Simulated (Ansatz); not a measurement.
# W8C8N: the cost of one run

Program: Ansatz 0.2.0. Level of theory: DFT PBE+D3(BJ), plane waves, PAW, scalar-relativistic, no spin polarisation. These are calculated values, not measurements.

The COD cell was measured well above room temperature, so it is larger than a cold one.

### 1 The system as given

The cell holds 17 atoms (C8NW8): a = 5.720 Å, b = 4.953 Å, c = 5.611 Å, α = 90.00°, β = 90.00°, γ = 90.00°.

Its coordinates follow in the input file.

### 2 Relaxing the start

Input file input.yaml:

```yaml
accuracy: low
crystal:
  lattice:
    - [-2.8598, -4.953319, 0.0]
    - [4.2897, -2.476659, 0.0]
    - [0.0, 0.0, 5.611]
  atoms:
    - { symbol: W, position: [0.75, 0.5, 0.0] }
    - { symbol: C, position: [0.5, 0.6666667, 0.25] }
    - { symbol: W, position: [0.75, 0.5, 0.5] }
    - { symbol: C, position: [0.5, 0.6666667, 0.75] }
    - { symbol: W, position: [0.5, 0.0, 0.0] }
    - { symbol: C, position: [0.25, 0.1666667, 0.25] }
    - { symbol: W, position: [0.5, 0.0, 0.5] }
    - { symbol: C, position: [0.25, 0.1666667, 0.75] }
    - { symbol: W, position: [0.25, 0.5, 0.0] }
    - { symbol: C, position: [0.0, 0.6666667, 0.25] }
    - { symbol: W, position: [0.25, 0.5, 0.5] }
    - { symbol: C, position: [0.0, 0.6666667, 0.75] }
    - { symbol: W, position: [0.0, 0.0, 0.0] }
    - { symbol: C, position: [0.75, 0.1666667, 0.25] }
    - { symbol: W, position: [0.0, 0.0, 0.5] }
    - { symbol: C, position: [0.75, 0.1666667, 0.75] }
    - { symbol: "N", position: [0.7451076, 0.8330569, 0.6166101] }
basis:
  ecutwfc: 420.0
kpoints:
  mp_grid: { grid: [2, 2, 2] }
hamiltonian:
  xc: pbe
  dispersion: d3bj
scf:
  occupations: { method: fermi_dirac, width: 0.15 }
  lower_state_search: "off"
relax:
  f_tol: 0.08
  max_steps: 25
  adjacent_minimum: "off"
output:
  write_density: true
  write_potential: true
  elf: true
  volumetric_format: npy
```

The run is started by

```sh
$ ansatz run input.yaml --threads 1 --pin off --max-ram 3072MiB --backend cpu --events-out ev --progress --plain --runs-dir out
```

Q: Estimate wall time and peak memory on 1 thread of Arm Neoverse V2, shared host.

About 39 s, with a peak of 0.47 GiB.
